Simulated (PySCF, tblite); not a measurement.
**C7H12BF: geometry, infrared bands and NMR shifts**

Wanted: the infrared bands and NMR shifts of C7H12BF (`C=CC[C@@H]1CBC[C@@H]1F`), by calculation.

The runs use tblite 0.8.0 and PySCF 2.14.0, with density-fitted response routines of our own; the level of theory stands in each step. All values are computed, except where a source is named. Atoms count from 0, in the outputs and in this text.

### Step 1. Starting geometry

21 atoms, charge 0, multiplicity 1; geometry from: force field or distance geometry start.

Bonds of the start (Å): C0–C1 1.33, C1–C2 1.50, C2–C3 1.49, C3–C4 1.54, C4–B5 1.60, B5–C6 1.59, C6–C7 1.53, C7–F8 1.38, C7–C3 1.50, C0–H9 1.08, C0–H10 1.09, C1–H11 1.08, C2–H12 1.10, C2–H13 1.12, C3–H14 1.11, C4–H15 1.10, C4–H16 1.11, B5–H17 1.18, C6–H18 1.09, C6–H19 1.11, C7–H20 1.09.

### Step 2. Optimising the geometry with GFN2-xTB

Job settings and geometry (Å):

```
{"job": {"kind": "relax", "xc": "GFN2-xTB", "basis": "xTB"}, "charge": 0, "multiplicity": 1}
C      2.970500     0.542600    -0.929100
C      2.260800     0.471100     0.191400
C      1.248500    -0.626800     0.351900
C     -0.138000    -0.110400     0.565400
C     -1.191100    -1.226400     0.732700
B     -2.566600    -0.462800     0.417300
C     -2.074800     0.987400    -0.026600
C     -0.719900     0.595500    -0.628100
F     -0.939800    -0.352900    -1.608000
H      3.693500     1.339400    -1.008100
H      2.819300    -0.148100    -1.757400
H      2.457300     1.183800     0.974700
H      1.604400    -1.330500     1.124400
H      1.234100    -1.183800    -0.623100
H     -0.251800     0.533300     1.466000
H     -1.175000    -1.702100     1.720000
H     -1.006800    -1.969400    -0.065600
H     -3.450600    -1.018000    -0.134700
H     -2.752100     1.469200    -0.729300
H     -1.877800     1.553500     0.912800
H     -0.153200     1.472300    -0.947000
```

Run with:

```
> OMP_NUM_THREADS=1 python probes_run.py task.json out
```

This one command runs all jobs of the session in turn.

**Question.** This job is followed by: GFN2-xTB harmonic vibrations, gas phase; GIAO PBE0/pcSseg-1 NMR shielding, non-relativistic, gas phase. Predict these results of the whole session: strongest single infrared mode (GFN2-xTB); zero-point energy (GFN2-xTB); 13C shifts against TMS (PBE0/pcSseg-1); 1H shifts against TMS (PBE0/pcSseg-1); 11B shifts against BF3·OEt2 (PBE0/pcSseg-1); 19F shifts against CFCl3 (PBE0/pcSseg-1).

The runs gave:

```
                                   quantity                                                                       value
  strongest single infrared mode (GFN2-xTB)                                                       2684 cm⁻¹, 145 km/mol
               zero-point energy (GFN2-xTB)                                                              108.6 kcal/mol
     13C shifts against TMS (PBE0/pcSseg-1)                              146.8, 123.3, 99.2, 50.1, 41.7, 41.3, 38.2 ppm
      1H shifts against TMS (PBE0/pcSseg-1)  8.45, 6.16, 5.58, 5.42, 5.40, 2.54, 2.51, 2.27, 1.96, 1.68, 1.33, 1.24 ppm
11B shifts against BF3·OEt2 (PBE0/pcSseg-1)                                                                    95.8 ppm
   19F shifts against CFCl3 (PBE0/pcSseg-1)                                                                  -227.2 ppm
```

In words: The optimisation took 89 steps and gained 0.980 eV; among the close pairs (by a distance rule), C2–C3 changed most, from 1.495 to 1.531 Å. All 57 modes are real, so the xTB geometry is a minimum. The strongest single mode, at 2684 cm⁻¹, moves mainly H17. Unscaled tight-binding wavenumbers are off by several per cent, some by more. Its intensities can rank the bands wrongly. C1 (alkene CH) lies farthest downfield among carbon, at 146.8 ppm; an sp2 carbon of a C=C bond. At PBE0/pcSseg-1: The largest span, 236 ppm, is at C1, where the paramagnetic term is -217 ppm.
